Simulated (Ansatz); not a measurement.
# H radical + HCl: a complex and its separated parts

The complex below is one end of an elementary step. How strongly is it bound against its free parts?

Program: Ansatz 0.2.0, Gaussian basis. Level of theory: PBE0-D4/def2-TZVP structures, single points in def2-TZVPP, no counterpoise correction. These are calculated values, not measurements.

Levels: SPW92, PBE-D4, BLYP-D4, r2SCAN-D4, B97M-V, PBE0-D4, B3LYP-D4, r2SCAN0-D4, BHLYP-D4, CAM-B3LYP-D4, wB97X-V, wB97M-V, B2PLYP, PBE-QIDH, Hartree-Fock, MP2, CCSD, CCSD(T).

Cores are frozen in the correlated methods. Orbitals are unrestricted. B3LYP uses VWN-RPA correlation. B2PLYP carries no dispersion term here.

92 further runs of the same task are left out: 92 set aside as unsound or not needed.

### Step 1. Where the work starts

The complex: 3 atoms, charge 0, spin multiplicity 2.

Atoms are counted from 1 here; the program's logs count them from 0.

Bond lengths: Cl2–H3 1.280 Å.

Coordinates:

| atom | x (Å) | y (Å) | z (Å) |
| --- | --- | --- | --- |
| H1 | -1.5960 | 0.9066 | 0.7603 |
| Cl2 | 1.3123 | -0.7453 | -0.6251 |
| H3 | 0.2837 | -0.1613 | -0.1352 |

Its parts: H radical holds atoms 1; HCl holds atoms 2, 3. Each part counts its atoms afresh in its own runs.

### Step 2. Relaxing HCl alone

File relax-b/in.yaml:

```yaml
crystal:
  periodic: [false, false, false]
  atoms:
    - {symbol: Cl, position_ang: [1.312275, -0.745337, -0.625134]}
    - {symbol: H, position_ang: [0.283697, -0.161250, -0.135189]}
basis:
  gaussian: {orbitals: def2-TZVP}
hamiltonian: {xc: pbe0, dispersion: d4}
relax: {f_tol: 0.005, max_steps: 200}
```

Command:

```console
ansatz run in.yaml --threads 2 --pin off --events-out ev --progress --plain --max-ram 4352MiB
```

After this run come: SPW92/def2-TZVPP; PBE-D4/def2-TZVPP; BLYP-D4/def2-TZVPP; r2SCAN-D4/def2-TZVPP; B97M-V/def2-TZVPP; PBE0-D4/def2-TZVPP; B3LYP-D4/def2-TZVPP; r2SCAN0-D4/def2-TZVPP; BHLYP-D4/def2-TZVPP; CAM-B3LYP-D4/def2-TZVPP; wB97X-V/def2-TZVPP; wB97M-V/def2-TZVPP; B2PLYP/def2-TZVPP; PBE-QIDH/def2-TZVPP; RPA on PBE/def2-TZVPP; CCSD(T)/def2-TZVPP; CCSD(T)/def2-QZVPP; Vibrations of HCl.

Before running it: what results should come out? Wanted: complex less parts, CCSD(T)/def2-TZVPP; with zero-point energy; largest T1 diagnostic.

The runs gave:

| quantity | value |
| --- | --- |
| complex less parts, CCSD(T)/def2-TZVPP | -0.36 kJ/mol |
| with zero-point energy | +1.29 kJ/mol |
| largest T1 diagnostic | 0.006 |

In words: At CCSD(T) the complex lies 0.36 kJ/mol below its parts. PBE-QIDH is the best functional here (+0.07 kJ/mol from CCSD(T)); SPW92 is the worst (-5.10 kJ/mol). By rung, the mean size of the error is: LDA 5.10, GGA 2.06, meta-GGA 1.18, hybrid 1.52, range-separated hybrid 1.29, double hybrid 0.21 kJ/mol. PBE-D4 gives a relative energy 1.97 kJ/mol too low, an error of 554 % of the reference. No counterpoise was applied, and triple zeta lacks some correlation, so the CCSD(T) reference has a basis error of its own, and close matches with it are partly luck.
